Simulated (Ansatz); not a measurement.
# BGeH₃+ (doublet): wave-function methods side by side, cc-pVDZ

Aim: climb from Hartree-Fock through coupled cluster and multireference methods for BGeH₃+ (doublet) at one geometry and basis, and see what each rung misses.

Program: Ansatz 0.2.0, Gaussian basis. Level of theory: cc-pVDZ, core rule «outside noble gas», up to 15 orbitals frozen. These are calculated values, not measurements.

Plan: UHF; CCSD(T) on ROHF; CCSD(T) on UHF; BCCD(T) on ROHF; CISD; CCSDT(Q) on ROHF; CCSDT(Q) on UHF; CASSCF and NEVPT2, 9 electrons in 11 orbitals.

23 further runs of the same task are left out: 1 for a mislabelled method, 2 for a known fault of the program, 8 that didn't finish, 12 set aside as unsound or not needed.

## (1) What is computed

The geometry is a PBE0/def2-TZVP stationary point (not a proven minimum) of the parent state, kept for this charge and spin. No spin-orbit coupling is included. The filled d shell of Ge may be among the frozen orbitals whatever the setting's name suggests; the logs give the count.

5 atoms, charge 1, spin multiplicity 2.

Atoms are counted from 1 here; the program's logs count them from 0.

Bond lengths: Ge1–B2 2.042 Å, Ge1–H3 1.540 Å, Ge1–H4 1.541 Å, Ge1–H5 1.540 Å. Angles: B2–Ge1–H3 113.2°, B2–Ge1–H4 102.7°, B2–Ge1–H5 113.2°, H3–Ge1–H4 109.4°, H3–Ge1–H5 108.8°, H4–Ge1–H5 109.4°.

## (2) UHF

Input file in.yaml:

```yaml
crystal:
  periodic: [false, false, false]
  atoms:
    - {symbol: Ge, position_ang: [-0.001461, 0.000000, 0.237148]}
    - {symbol: B, position_ang: [0.029551, 0.000003, -1.804248]}
    - {symbol: H, position_ang: [0.648910, 1.252233, 0.854533]}
    - {symbol: H, position_ang: [-1.509666, -0.000094, 0.552300]}
    - {symbol: H, position_ang: [0.649065, -1.252153, 0.854532]}
basis:
  gaussian: {orbitals: cc-pVDZ}
total_charge: 1
magnetization: {spin_polarized: true, initial_magnetization: 1}
hamiltonian: {xc: hf}
output: {orbitals: {seedname: orbitals}}
```

Started as:

```sh
$ ansatz run in.yaml --threads 1 --pin off --events-out ev --progress --plain --max-ram 2393MiB
```

After this run come: CCSD(T) on ROHF; CCSD(T) on UHF; BCCD(T) on ROHF; CISD; CCSDT(Q) on ROHF; CCSDT(Q) on UHF; CASSCF and NEVPT2, 9 electrons in 11 orbitals.

Before running them: what should the planned runs give, taken together? Wanted: UCCSDT(Q) below the RHF energy; RMP2 from UCCSDT(Q); UMP2 from UCCSDT(Q); RCCSD from UCCSDT(Q); RCCSD(T) from UCCSDT(Q); UCCSD(T) from UCCSDT(Q); RCCSDT(Q) from UCCSDT(Q); NEVPT2 valence from UCCSDT(Q); T1 diagnostic.

The runs gave:

| quantity | value |
| --- | --- |
| UCCSDT(Q) below the RHF energy | -4.7408 eV |
| RMP2 from UCCSDT(Q) | +122.2 kJ/mol |
| UMP2 from UCCSDT(Q) | +120.9 kJ/mol |
| RCCSD from UCCSDT(Q) | +16.0 kJ/mol |
| RCCSD(T) from UCCSDT(Q) | +4.0 kJ/mol |
| UCCSD(T) from UCCSDT(Q) | +3.9 kJ/mol |
| RCCSDT(Q) from UCCSDT(Q) | +0.2 kJ/mol |
| NEVPT2 valence from UCCSDT(Q) | +62.9 kJ/mol |
| levels within 1 kcal/mol (43 meV) | RCCSD(T), UCCSD(T), BCCD(T), RCCSDT, UCCSDT, RCCSDT(Q) |
| T1 diagnostic | 0.031 |
| effectively unpaired electrons | 1.06 |

**Reading.** RCCSD(T) misses by +4.0 kJ/mol, 0.9 % of the correlation energy. One determinant dominates. These misses are within one basis, not against nature; the frozen cores of restricted and unrestricted runs differ, which can shift their rows.
